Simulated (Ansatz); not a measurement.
# Molecular dynamics of In$_{8}$Sb$_{9}$

Input:

```yaml
accuracy: low
crystal:
  lattice:
    - [9.173579, 0.0, 0.0]
    - [0.0, 6.4867, 0.0]
    - [0.0, 0.0, 18.880184]
  atoms:
    - { symbol: In, position: [0.0, 0.0, 0.0529656] }
    - { symbol: Sb, position: [0.00044699, 0.28705376, 0.17790283] }
    - { symbol: In, position: [0.75677375, 0.56456987, 0.18875207] }
    - { symbol: Sb, position: [0.25, 0.75, 0.0529656] }
    - { symbol: In, position: [0.24365679, 0.5657941, 0.18898686] }
    - { symbol: Sb, position: [0.75, 0.75, 0.0529656] }
    - { symbol: In, position: [0.5, 0.0, 0.0529656] }
    - { symbol: Sb, position: [0.49999428, 0.31004895, 0.16947672] }
    - { symbol: In, position: [0.50122053, 0.07342538, 0.29739682] }
    - { symbol: Sb, position: [0.49700933, 0.20676735, 0.44597983] }
    - { symbol: In, position: [0.25360603, 0.51662128, 0.42657596] }
    - { symbol: Sb, position: [0.75010645, 0.80736611, 0.31270882] }
    - { symbol: In, position: [0.74436206, 0.51797078, 0.42725228] }
    - { symbol: Sb, position: [0.25086946, 0.80879283, 0.31296055] }
    - { symbol: In, position: [9.131e-05, 0.07877404, 0.31568117] }
    - { symbol: Sb, position: [-0.00119298, 0.2746755, 0.45327316] }
    - { symbol: Sb, position: [0.49966346, 0.60938553, 0.52003615] }
basis:
  ecutwfc: 420.0
kpoints:
  mp_grid: { grid: [2, 2, 1] }
hamiltonian:
  xc: pbe
  pseudopotentials: { kind: paw, azcp: { folder: soft_1 } }
scf:
  occupations: { method: fermi_dirac, width: 0.15 }
  lower_state_search: "off"
  max_iter: 100
md:
  timestep: 4.5
  n_steps: 200
  ensemble: nvt_nose_hoover
  temperature: 700.0
  initial_velocities: zero
  seed: 623833
  nose_hoover: { tau: 100.0, chain_length: 1 }
  constraints: [{ sites: [0, 3, 5, 6] }]
```

Run as:

```bash
$ ansatz run input.yaml --threads 4 --pin off --max-ram 10240MiB --backend cpu --events-out ev --progress --plain --runs-dir out
```

It starts from a relaxed structure.

Output, in part (step lines):

```
md step     0: t =     0.00 fs  T =     0.0 K  F+E_penalty+E_count = -103142.04877450 eV  E_kin = 0.000000 eV  conserved = -103142.04877450 eV  (10 SCF iters)
md step     1: t =     4.50 fs  T =     0.0 K  F+E_penalty+E_count = -103142.04877869 eV  E_kin = 0.000004 eV  conserved = -103142.04877452 eV  (2 SCF iters)
md step     2: t =     9.00 fs  T =     0.0 K  F+E_penalty+E_count = -103142.04879104 eV  E_kin = 0.000017 eV  conserved = -103142.04877457 eV  (3 SCF iters)
md step     3: t =    13.50 fs  T =     0.0 K  F+E_penalty+E_count = -103142.04881093 eV  E_kin = 0.000037 eV  conserved = -103142.04877463 eV  (3 SCF iters)
md step     4: t =    18.00 fs  T =     0.0 K  F+E_penalty+E_count = -103142.04883736 eV  E_kin = 0.000064 eV  conserved = -103142.04877472 eV  (3 SCF iters)
md step     5: t =    22.50 fs  T =     0.1 K  F+E_penalty+E_count = -103142.04886899 eV  E_kin = 0.000097 eV  conserved = -103142.04877482 eV  (2 SCF iters)
md step     6: t =    27.00 fs  T =     0.1 K  F+E_penalty+E_count = -103142.04890425 eV  E_kin = 0.000134 eV  conserved = -103142.04877493 eV  (3 SCF iters)
md step     7: t =    31.50 fs  T =     0.1 K  F+E_penalty+E_count = -103142.04894137 eV  E_kin = 0.000176 eV  conserved = -103142.04877504 eV  (2 SCF iters)
[... lines left out ...]
md step   199: t =   895.50 fs  T =   949.7 K  F+E_penalty+E_count = -103140.54318305 eV  E_kin = 1.595936 eV  conserved = -103142.04761975 eV  (3 SCF iters)
md step   200: t =   900.00 fs  T =   990.2 K  F+E_penalty+E_count = -103140.59818210 eV  E_kin = 1.663954 eV  conserved = -103142.04771075 eV  (7 SCF iters)
```

The steps, from the saved trajectory:

| time (fs) | T (K) | potential energy less start (eV) | conserved less start (meV/atom) |
| --- | --- | --- | --- |
| 0 | 0 | 0.000 | 0.00 |
| 27 | 0 | 0.000 | 0.00 |
| 54 | 0 | 0.000 | 0.00 |
| 81 | 0 | 0.000 | 0.00 |
| 108 | 0 | 0.000 | 0.00 |
| 135 | 1 | 0.000 | 0.00 |
| 162 | 2 | 0.000 | 0.00 |
| 189 | 4 | 0.001 | 0.00 |
| 216 | 10 | 0.004 | 0.00 |
| 243 | 28 | 0.008 | 0.00 |
| 270 | 95 | 0.021 | 0.00 |
| 297 | 370 | 0.067 | 0.00 |
| 324 | 1550 | 0.226 | 0.01 |
| 351 | 5296 | 0.746 | 0.03 |
| 378 | 7103 | 1.903 | 0.15 |
| 405 | 2835 | 2.785 | 0.13 |
| 432 | 644 | 3.195 | 0.11 |
| 459 | 131 | 3.338 | 0.11 |
| 486 | 50 | 3.317 | 0.11 |
| 513 | 52 | 3.226 | 0.10 |
| 540 | 64 | 3.113 | 0.09 |
| 567 | 74 | 3.002 | 0.09 |
| 594 | 82 | 2.899 | 0.09 |
| 621 | 95 | 2.796 | 0.09 |
| 648 | 118 | 2.683 | 0.09 |
| 675 | 156 | 2.551 | 0.09 |
| 702 | 218 | 2.388 | 0.09 |
| 729 | 316 | 2.184 | 0.09 |
| 756 | 452 | 1.949 | 0.08 |
| 783 | 585 | 1.760 | 0.06 |
| 810 | 654 | 1.712 | 0.06 |
| 837 | 675 | 1.761 | 0.06 |
| 864 | 712 | 1.792 | 0.10 |
| 891 | 908 | 1.561 | 0.07 |

All steps were run. The conserved energy stayed within 0.17 meV per atom of its start (net change 0.063 meV per atom), so the integration is sound. The mean temperature of the second half is 55 % below the set value. A run of 0.9 ps of so small a system gives no equilibrium averages. Limits of this set-up: coarse k mesh, thin slab, slab without dipole correction, a typed lattice constant that wasn't relaxed here, low accuracy level.

Mean squared displacements from the first frame to the last: In 0.44 Å², Sb 0.70 Å².

Last frame:

```xyz
17
Lattice="9.1736 0.0000 0.0000 0.0000 6.4867 0.0000 0.0000 0.0000 18.8802" Properties=species:S:1:pos:R:3
In 0.000 0.000 1.000
Sb -0.125 2.235 2.967
In 6.819 3.793 3.701
Sb 2.293 4.865 1.000
In 2.169 3.930 3.689
Sb 6.880 4.865 1.000
In 4.587 0.000 1.000
Sb 4.436 2.082 3.336
In 4.333 0.498 5.762
Sb 4.525 0.554 8.618
In 2.484 4.636 9.090
Sb 6.704 5.423 6.070
In 7.041 3.531 8.133
Sb 1.730 5.406 6.100
In -0.264 0.827 5.437
Sb 0.373 3.218 7.289
Sb 4.763 3.002 9.758
```

Time of the run: 27 min on 4 threads of Arm Neoverse V1, with other jobs on the host, peak memory 3.1 GiB.
